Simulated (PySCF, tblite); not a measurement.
**C2H4BFGe: geometry, infrared bands, NMR shifts and spin-spin couplings**

What infrared bands, NMR shifts and spin-spin couplings should C2H4BFGe (`C#C[B](F)[GeH3]`) show?

Programs: tblite 0.8.0 and PySCF 2.14.0, with density-fitted response routines of our own. Each step states its level of theory. These are calculated values for one molecule in the gas phase, unless marked as measured. Atoms are numbered from 0 throughout.

### Step 1. Starting geometry

9 atoms, charge 0, multiplicity 1; geometry from: force field or distance geometry start.

Bonds of the start (Å): C0–C1 1.21, C1–B2 1.53, B2–F3 1.43, B2–Ge4 2.03, C0–H5 1.05, Ge4–H6 1.56, Ge4–H7 1.55, Ge4–H8 1.54.

### Step 2. Relaxing the molecule with GFN2-xTB

The job: settings as JSON, then the geometry in Å.

```
{"job": {"kind": "relax", "xc": "GFN2-xTB", "basis": "xTB"}, "charge": 0, "multiplicity": 1}
C      2.500100     0.551400    -0.091500
C      1.471400     0.027200     0.272900
B      0.193300    -0.656500     0.760200
F      0.246700    -1.802000     1.610700
Ge    -1.606000     0.074000     0.182200
H      3.377800     1.020600    -0.421000
H     -1.698900     0.033200    -1.375400
H     -1.738400     1.546200     0.663100
H     -2.732500    -0.788100     0.791400
```

The run is started by

```
> OMP_NUM_THREADS=1 python probes_run.py task.json out
```

This one command runs all jobs of the session in turn.

The log of the run:

```text
step      E/eV     max force
  0    -385.10105    2.841
  1    -385.26323    1.506
  2    -385.29368    2.326
  3    -385.35681    1.547
  4    -385.38723    0.538
  5    -385.41593    0.294
  6    -385.42705    0.173
  7    -385.42947    0.166
  8    -385.44071    0.249
  9    -385.44307    0.175
 10    -385.44448    0.065
 11    -385.44480    0.063
 12    -385.44507    0.055
 13    -385.44531    0.056
 14    -385.44544    0.027
 15    -385.44548    0.016
 16    -385.44549    0.016
 17    -385.44552    0.018
 18    -385.44556    0.023
 19    -385.44559    0.019
 20    -385.44562    0.015
 21    -385.44564    0.018
 22    -385.44567    0.023
 23    -385.44572    0.030
 24    -385.44580    0.033
 25    -385.44591    0.038
 26    -385.44600    0.032
 27    -385.44604    0.017
 28    -385.44606    0.014
 29    -385.44607    0.013
 30    -385.44609    0.024
 31    -385.44613    0.032
 32    -385.44618    0.029
 33    -385.44621    0.013
 34    -385.44622    0.009
```

Wall time 0.2 s (1 thread of Arm Neoverse N1, shared host).

Along the way: (not every step is listed)

| step | energy from step 0 (eV) | largest force (eV/Å) |
| --- | --- | --- |
| 0 | 0.0000 | 2.8409 |
| 1 | -0.1622 | 1.5059 |
| 2 | -0.1926 | 2.3265 |
| 3 | -0.2558 | 1.5470 |
| 4 | -0.2862 | 0.5382 |
| 5 | -0.3149 | 0.2942 |
| 6 | -0.3260 | 0.1725 |
| 7 | -0.3284 | 0.1658 |
| 8 | -0.3397 | 0.2488 |
| 10 | -0.3434 | 0.0655 |
| 12 | -0.3440 | 0.0553 |
| 14 | -0.3444 | 0.0271 |
| 16 | -0.3444 | 0.0160 |
| 18 | -0.3445 | 0.0233 |
| 20 | -0.3446 | 0.0153 |
| 22 | -0.3446 | 0.0232 |
| 24 | -0.3448 | 0.0334 |
| 26 | -0.3450 | 0.0318 |
| 28 | -0.3450 | 0.0139 |
| 29 | -0.3450 | 0.0130 |
| 30 | -0.3450 | 0.0242 |
| 31 | -0.3451 | 0.0324 |
| 32 | -0.3451 | 0.0294 |
| 33 | -0.3452 | 0.0134 |
| 34 | -0.3452 | 0.0091 |

Close pairs (by a distance rule), those that changed most:

| bond | before (Å) | after (Å) | change (Å) |
| --- | --- | --- | --- |
| B2–F3 | 1.428 | 1.320 | -0.108 |
| Ge4–H6 | 1.561 | 1.495 | -0.066 |
| Ge4–H7 | 1.554 | 1.495 | -0.059 |
| Ge4–H8 | 1.544 | 1.494 | -0.050 |
| C1–B2 | 1.529 | 1.507 | -0.022 |
| C0–C1 | 1.211 | 1.206 | -0.005 |
| C0–H5 | 1.048 | 1.052 | +0.004 |
| B2–Ge4 | 2.026 | 2.029 | +0.003 |

The end geometry stands in the next job.

### Step 3. Harmonic vibrations with GFN2-xTB

The job: settings as JSON, then the geometry in Å.

```
{"job": {"kind": "ir", "xc": "GFN2-xTB", "basis": "xTB"}, "charge": 0, "multiplicity": 1}
C      2.527087     0.532551    -0.077101
C      1.526118    -0.016481     0.310935
B      0.238338    -0.658199     0.760266
F      0.293818    -1.716394     1.547009
Ge    -1.583354     0.041208     0.203052
H      3.406106     1.004921    -0.410642
H     -1.799474     0.071634    -1.276089
H     -1.839455     1.461002     0.596055
H     -2.755622    -0.714248     0.739248
```

The log of the run:

```text
mode    cm-1     km/mol
  1      35.7      0.07
  2      94.3      0.40
  3     169.2      1.45
  4     211.4      5.65
  5     316.4     43.53
  6     330.1      8.19
  7     448.2     51.67
  8     507.5     13.67
  9     519.9      0.27
 10     670.1     31.35
 11     699.4     15.18
 12     818.3    486.89
 13     887.9    117.98
 14     899.1     86.11
 15     983.5     58.43
 16    1242.9    260.60
 17    2005.8    205.85
 18    2074.8    488.33
 19    2084.1    501.24
 20    2193.0     60.71
 21    3360.3      0.50
```

Run time: 0.25 s. Hardware: 1 thread of Arm Neoverse N1, shared host.

The strongest bands and the atoms that carry them (share of the mass-weighted mode):

| cm⁻¹ | km/mol | atoms |
| --- | --- | --- |
| 818 | 486.9 | H8 34 %, H6 31 %, H7 31 % |
| 888 | 118.0 | H8 51 %, H6 24 %, H7 24 % |
| 899 | 86.1 | H7 42 %, H6 42 %, H8 13 % |
| 1243 | 260.6 | B2 71 %, F3 26 % |
| 2006 | 205.8 | H7 34 %, H6 34 %, H8 31 % |
| 2075 | 488.3 | H7 50 %, H6 48 % |
| 2084 | 501.2 | H8 67 %, H6 17 %, H7 14 % |
| 2193 | 60.7 | C1 57 %, C0 33 % |

### Step 4. Nuclear shieldings: PBE0/pcSseg-1

Same as in step 3 but for these lines:

```diff
@@ -1,2 +1,2 @@
-{"job": {"kind": "ir", "xc": "GFN2-xTB", "basis": "xTB"}, "charge": 0, "multiplicity": 1}
+{"job": {"kind": "nmr", "xc": "PBE0", "basis": "pcSseg-1"}, "charge": 0, "multiplicity": 1}
 C      2.527087     0.532551    -0.077101
```

With the program's defaults for keys left out, this is: GIAO PBE0/pcSseg-1 NMR shielding, non-relativistic, gas phase.

The log of the run:

```text
coarse grid: 38144 points
cycle   1  E = -2279.4782770307  dE = -1.602e-01  |g| = 9.456e-01  |ddm| = 2.945e+00
cycle   2  E = -2279.4251911456  dE =  5.309e-02  |g| = 1.063e+00  |ddm| = 1.026e+00
cycle   3  E = -2279.5505812502  dE = -1.254e-01  |g| = 1.904e-01  |ddm| = 6.823e-01
cycle   4  E = -2279.5557816029  dE = -5.200e-03  |g| = 7.552e-02  |ddm| = 1.662e-01
cycle   5  E = -2279.5567269510  dE = -9.453e-04  |g| = 3.462e-02  |ddm| = 7.100e-02
cycle   6  E = -2279.5570153000  dE = -2.883e-04  |g| = 3.767e-03  |ddm| = 2.241e-02
cycle   7  E = -2279.5570176513  dE = -2.351e-06  |g| = 8.899e-04  |ddm| = 4.459e-03
final grid: 79760 points
cycle   8  E = -2279.5570621014  dE = -1.408e-08  |g| = 1.051e-03  |ddm| = 1.920e-03
cycle   9  E = -2279.5570619574  dE =  1.441e-07  |g| = 1.423e-03  |ddm| = 1.687e-03
cycle  10  E = -2279.5570622383  dE = -2.810e-07  |g| = 3.412e-04  |ddm| = 9.811e-04
cycle  11  E = -2279.5570622678  dE = -2.942e-08  |g| = 3.725e-05  |ddm| = 2.376e-04
cycle  12  E = -2279.5570622681  dE = -3.574e-10  |g| = 5.479e-06  |ddm| = 3.565e-05
converged SCF energy = -2279.5570622681

GIAO shielding tensors (ppm)
atom      isotropic    diamagn.    paramagn.     s11        s22        s33       span
  0 C       69.089     260.170    -191.081      4.368     21.958    180.942    176.574
  1 C       93.746     256.262    -162.517     -8.354     -4.753    294.344    302.698
  2 B       44.060     191.140    -147.080    -28.640     69.883     90.935    119.576
  3 F      121.028     465.907    -344.879   -148.300     23.156    488.228    636.528
  4 Ge    1701.524    2757.180   -1055.656   1646.854   1687.185   1770.533    123.678
  5 H       28.157      32.641      -4.484     24.765     24.887     34.819     10.054
  6 H       28.579      29.391      -0.812     22.242     23.504     39.992     17.749
  7 H       28.577      29.176      -0.598     22.241     23.502     39.989     17.748
  8 H       28.811      28.973      -0.162     22.194     23.234     41.006     18.811
```

Wall time 19 s (1 thread of Arm Neoverse N1, shared host); peak memory 0.58 GiB.

The references, computed at this level on geometries of the same kind, shield at (ppm): 1H TMS 31.72, 13C TMS 186.9, 19F CFCl3 170.9, 11B BF3·OEt2 100.1, 73Ge GeMe4 1331. Their shielding less the atom's gives the shift. The references are single molecules in the gas phase, so shifts against H2O, NH3, PH3, H3PO4 or CFCl3 are not on the usual liquid scales and can be off by tens of ppm. Atoms listed in one row are averaged.

| atoms | environment | σ (ppm) | δ (ppm) |
| --- | --- | --- | --- |
| C0 | terminal alkyne carbon | 69.1 | 117.8 |
| C1 | alkyne carbon | 93.7 | 93.2 |
| H5 | hydrogen on a terminal alkyne carbon | 28.16 | 3.56 |
| H6, H7, H8 | hydrogen on a germanium bonded to B | 28.66 | 3.06 |
| B2 | boron bonded to C, F, Ge | 44.1 | 56.0 |
| F3 | fluorine bonded to B | 121.0 | 49.9 |
| Ge4 | germanium bonded to B, 3 H | 1702 | -371 |

Charges from the same density, by scheme (e):

| atoms | Mulliken | IAO | Hirshfeld | ESP fit |
| --- | --- | --- | --- | --- |
| C0 | -0.19 | -0.14 | -0.05 | -0.24 |
| C1 | -0.06 | -0.16 | -0.13 | -0.28 |
| B2 | 0.52 | 0.29 | 0.19 | 0.63 |
| F3 | -0.26 | -0.28 | -0.12 | -0.26 |
| Ge4 | -0.08 | 0.30 | 0.21 | -0.11 |

Mayer bond orders: C0–C1 2.48, C1–B2 1.03, B2–F3 1.16, B2–Ge4 0.88.

### Step 5. Spin-spin couplings: B3LYP/pcSseg-1+pcJ-1

Same as in step 4 but for these lines:

```diff
@@ -1,2 +1,2 @@
-{"job": {"kind": "nmr", "xc": "PBE0", "basis": "pcSseg-1"}, "charge": 0, "multiplicity": 1}
+{"job": {"kind": "j", "xc": "B3LYP", "basis": "pcJ-1"}, "charge": 0, "multiplicity": 1}
 C      2.527087     0.532551    -0.077101
```

Level: B3LYP/pcJ-1 Ge:pcSseg-1 indirect spin-spin coupling, non-relativistic, gas phase.

The log of the run:

```text
coarse grid: 38144 points
cycle   1  E = -2280.0468744803  dE = -1.860e-01  |g| = 1.025e+00  |ddm| = 2.874e+00
cycle   2  E = -2279.9623391285  dE =  8.454e-02  |g| = 1.230e+00  |ddm| = 1.084e+00
cycle   3  E = -2280.1296021777  dE = -1.673e-01  |g| = 2.355e-01  |ddm| = 7.656e-01
cycle   4  E = -2280.1372575414  dE = -7.655e-03  |g| = 8.832e-02  |ddm| = 1.846e-01
cycle   5  E = -2280.1383434517  dE = -1.086e-03  |g| = 4.787e-02  |ddm| = 8.107e-02
cycle   6  E = -2280.1388973833  dE = -5.539e-04  |g| = 4.726e-03  |ddm| = 2.905e-02
cycle   7  E = -2280.1389016580  dE = -4.275e-06  |g| = 9.181e-04  |ddm| = 6.182e-03
final grid: 79760 points
cycle   8  E = -2280.1389500458  dE =  7.447e-08  |g| = 1.297e-03  |ddm| = 2.294e-03
cycle   9  E = -2280.1389492578  dE =  7.880e-07  |g| = 2.321e-03  |ddm| = 2.531e-03
cycle  10  E = -2280.1389502748  dE = -1.017e-06  |g| = 5.586e-04  |ddm| = 1.637e-03
cycle  11  E = -2280.1389503437  dE = -6.891e-08  |g| = 4.739e-05  |ddm| = 3.502e-04
cycle  12  E = -2280.1389503443  dE = -6.326e-10  |g| = 9.583e-06  |ddm| = 5.440e-05
converged SCF energy = -2280.1389503443

Indirect spin-spin couplings (Hz)
  i      j    bonds     total        FC       PSO       DSO        SD
  0 C    1 C    1    173.872   156.966     5.592     0.083    11.231
  0 C    2 B    2     22.702    20.292     1.692    -0.099     0.817
  0 C    3 F    3      7.865    10.671    -5.812    -0.286     3.291
  0 C    5 H    1    259.847   260.825    -2.050     0.363     0.709
  0 C    6 H    4      0.482     0.482     0.114    -0.140     0.026
  0 C    7 H    4      0.480     0.481     0.114    -0.140     0.026
  0 C    8 H    4      0.993     1.272     0.263    -0.517    -0.024
  1 C    2 B    1    106.729   108.017    -1.914     0.386     0.240
  1 C    3 F    2     22.722    26.639    -4.435     0.037     0.482
  1 C    5 H    2     46.375    40.990     5.681    -1.193     0.897
  1 C    6 H    3     -1.350    -1.236     0.024    -0.107    -0.030
  1 C    7 H    3     -1.351    -1.237     0.024    -0.108    -0.030
  1 C    8 H    3      6.894     7.277     0.228    -0.635     0.024
  2 B    3 F    1   -193.264  -115.393   -74.729     0.916    -4.058
  2 B    5 H    3      3.680     3.459     0.596    -0.424     0.049
  2 B    6 H    2      9.970    10.643    -0.004    -0.736     0.067
  2 B    7 H    2      9.989    10.663    -0.004    -0.737     0.067
  2 B    8 H    2      4.523     5.294     0.047    -0.850     0.032
  3 F    5 H    4     -9.894    -6.533    -1.943    -1.125    -0.293
  3 F    6 H    3     17.025    18.638     0.421    -2.329     0.296
  3 F    7 H    3     17.041    18.653     0.421    -2.329     0.296
  3 F    8 H    3     -3.587    -2.728    -0.631    -0.299     0.071
  5 H    6 H    5     -0.563    -0.463     0.508    -0.601    -0.007
  5 H    7 H    5     -0.565    -0.465     0.509    -0.602    -0.007
  5 H    8 H    5     -1.511    -0.701     0.810    -1.627     0.008
  6 H    7 H    2    -12.731   -10.251     1.001    -3.530     0.048
  6 H    8 H    2     -2.820     0.001     1.100    -3.965     0.044
  7 H    8 H    2     -2.839    -0.024     1.099    -3.959     0.044
```

It took 65 s on 1 thread of Arm Neoverse N1, shared host; peak memory 0.81 GiB.

Couplings of 1 Hz or more, nine at most for each number of bonds, with means over like pairs (isotopes 11B, 13C, 19F, 1H):

| pair | bonds | J (Hz) | Fermi contact (Hz) |
| --- | --- | --- | --- |
| C0–H5 | 1 | 259.8 | 260.8 |
| B2–F3 | 1 | -193.3 | -115.4 |
| C0–C1 | 1 | 173.9 | 157.0 |
| C1–B2 | 1 | 106.7 | 108.0 |
| C1–H5 | 2 | 46.4 | 41.0 |
| C1–F3 | 2 | 22.7 | 26.6 |
| C0–B2 | 2 | 22.7 | 20.3 |
| B2–H6 | 2 | 8.2 | 8.9 |
| H6–H7 | 2 | -6.1 | -3.4 |
| F3–H6 | 3 | 10.2 | 11.5 |
| C0–F3 | 3 | 7.9 | 10.7 |
| B2–H5 | 3 | 3.7 | 3.5 |
| C1–H6 | 3 | 1.4 | 1.6 |
| F3–H5 | 4 | -9.9 | -6.5 |

The response was solved for the nuclei of B, C, F, H alone, so couplings that need other nuclei can be missing.

Quadrupole couplings from the field gradients of the same density:

| atom | isotope | eQq/h (MHz) | η |
| --- | --- | --- | --- |
| Ge4 | 73Ge | 19.8 | 0.17 |
| B2 | 11B | 3.851 | 0.53 |

Joined with the shifts from before (PBE0/pcSseg-1, unscaled), the couplings predict the line list below for 300 MHz. Couplings to quadrupolar nuclei are left out.

1H NMR δ 3.56 (d, J = 9.9 Hz, 1H), 3.06 (d, J = 10.2 Hz, 3H).

### Step 6. What came out

| quantity | value |
| --- | --- |
| strongest single infrared mode (GFN2-xTB) | 2084 cm⁻¹, 501 km/mol |
| zero-point energy (GFN2-xTB) | 29.4 kcal/mol |
| 13C shifts against TMS (PBE0/pcSseg-1) | 117.8, 93.2 ppm |
| 1H shifts against TMS (PBE0/pcSseg-1, means over atoms taken as alike) | 3.56, 3.06 ppm |
| 11B shifts against BF3·OEt2 (PBE0/pcSseg-1) | 56.0 ppm |
| 19F shifts against CFCl3 (PBE0/pcSseg-1) | 49.9 ppm |
| 73Ge shifts against GeMe4 (PBE0/pcSseg-1) | -371 ppm |
| largest coupling of the table (B3LYP/pcSseg-1+pcJ-1) | 1J(C,H) C0–H5, 259.8 Hz |

**Reading.** The optimisation took 34 steps and gained 0.345 eV; among the close pairs (by a distance rule), B2–F3 changed most, from 1.428 to 1.320 Å. No mode is imaginary among the 21: a minimum at this level. The strongest single mode, at 2084 cm⁻¹, moves mainly H8. Unscaled tight-binding wavenumbers are off by several per cent, some by more. Its intensities can rank the bands wrongly. At PBE0/pcSseg-1: The largest span, 637 ppm, is at F3, where the paramagnetic term is -345 ppm. Of the pairs tabulated at B3LYP/pcSseg-1+pcJ-1, C0–H5 couples most strongly (259.8 Hz; Fermi contact 260.8 Hz). Spin-orbit coupling is left out, which matters for shieldings and couplings at and beside the heavy atoms.
